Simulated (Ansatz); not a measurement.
# A single-point run on AlFe3

Aim: for AlFe3, a known structure type filled with other elements, at an estimated volume, find gap or metal, charges, bonding, and the stress on the cell. The atoms and the cell stay fixed.

All numbers below are computed with Ansatz 0.2.0 (DFT, r2SCAN, no spin polarisation, plane waves, PAW).

## 1. Geometry

The structure is tetragonal, space group I4/mmm (No. 139). Conventional cell: a = 4.098 Å, b = 4.098 Å, c = 7.940 Å, α = 90.00°, β = 90.00°, γ = 90.00°. Al (site symmetry 4/mmm) is surrounded by 12 Fe at 2.85 to 2.90 Å. Around Fe (site symmetry 4/mmm) lie 8 Fe at 2.85 Å and 4 Al at 2.90 Å. Around Fe (site symmetry -4m2) lie 4 Al at 2.85 Å and 8 Fe at 2.85 to 2.90 Å.

Symmetry-reduced, conventional setting; the input below types the cell that was run:

```cif
data_structure
_symmetry_space_group_name_H-M 'I4/mmm'
_symmetry_Int_Tables_number 139
_cell_length_a 4.0977
_cell_length_b 4.0977
_cell_length_c 7.9401
_cell_angle_alpha 90.000
_cell_angle_beta 90.000
_cell_angle_gamma 90.000
_cell_volume 133.32
loop_
_atom_site_label
_atom_site_type_symbol
_atom_site_symmetry_multiplicity
_atom_site_Wyckoff_symbol
_atom_site_fract_x
_atom_site_fract_y
_atom_site_fract_z
_atom_site_occupancy
Al1 Al 2 a 0.00000 0.00000 0.00000 1
Fe1 Fe 2 b 0.50000 0.50000 0.00000 1
Fe2 Fe 4 d 0.00000 0.50000 0.75000 1
```

It is a restart: the density comes from an earlier run on this cell.

## 2. Self-consistent run

input.yaml reads:

```yaml
crystal:
  lattice:
    - [0.0, 4.097652, 0.0]
    - [4.097652, 0.0, 0.0]
    - [2.048826, 2.048826, -3.970035]
  atoms:
    - { symbol: Al, position: [0.0, 0.0, 0.0] }
    - { symbol: Fe, position: [0.5, 0.5, 0.0] }
    - { symbol: Fe, position: [0.25, 0.75, 0.5] }
    - { symbol: Fe, position: [0.75, 0.25, 0.5] }
  symmetry: { tolerance: 0.0003 }
kpoints:
  mp_grid: { grid: [9, 9, 9], shift: [0, 0, 0] }
  band_path:
    path:
      - [0.0, 0.0, 0.0]
      - [0.5, 0.5, 0.5]
      - [0.5, 0.5, 0.25]
      - [0.0, 0.5, 0.0]
      - [0.0, 0.0, 0.0]
      - [0.0, 0.0, -0.5]
      - [0.0, 0.36683457, -0.31658271]
      - [0.0, 0.63316543, 0.31658271]
      - [0.0, 0.0, 0.0]
      - [0.5, 0.5, 0.5]
      - [0.36683457, 0.63316543, 0.5]
    npoints: 6
magnetization:
  spin_polarized: false
scf:
  occupations: { method: fermi_dirac }
  lower_state_search: "off"
  max_iter: 200
hamiltonian:
  pseudopotentials: { kind: paw }
  xc: r2scan
basis:
  ecutwfc: 500
  fft_grid_basis: typed
output:
  forces: true
  stress: true
  eigenvalues: true
  bader: true
  populations: true
  elf: true
  write_potential: true
  volumetric_format: npy
  dos:
    e_range: [-12, 8]
    de: 0.05
    projected: { site_lists: { Al: [Al], Fe: [Fe] } }
checkpoint:
  read: saved_state
```

Before running it: what results should come out? Wanted: largest force; pressure; character; Bader charges.

The runs gave:

```
                                                 quantity                          value
                                            largest force                     0.000 eV/Å
                                                 pressure                      -39.5 GPa
           formation energy (elements from separate runs)                   1.57 eV/atom
                                                character                          metal
density of states, mean within 0.25 eV of the Fermi level             13 per eV per cell
                                            Bader charges  Al +0.66, Fe -0.24 to -0.19 e
```

In words: It is a metal; within 0.25 eV of the Fermi level the density of states averages 13 per eV per cell, mostly Fe d (96 %). Al loses most charge (+0.66 e on average) and Fe gains most (-0.22 e). The pressure of -39.5 GPa says the cell is too large, and unequal principal stresses would change its shape. Against the elements' reference phases (Al fcc, Fe bcc; separate runs with the same functional) the formation energy is 1.57 eV per atom, so at this geometry and without moments it is not bound against them.

Caveats: no spin polarisation, so a magnetic state may lie lower.
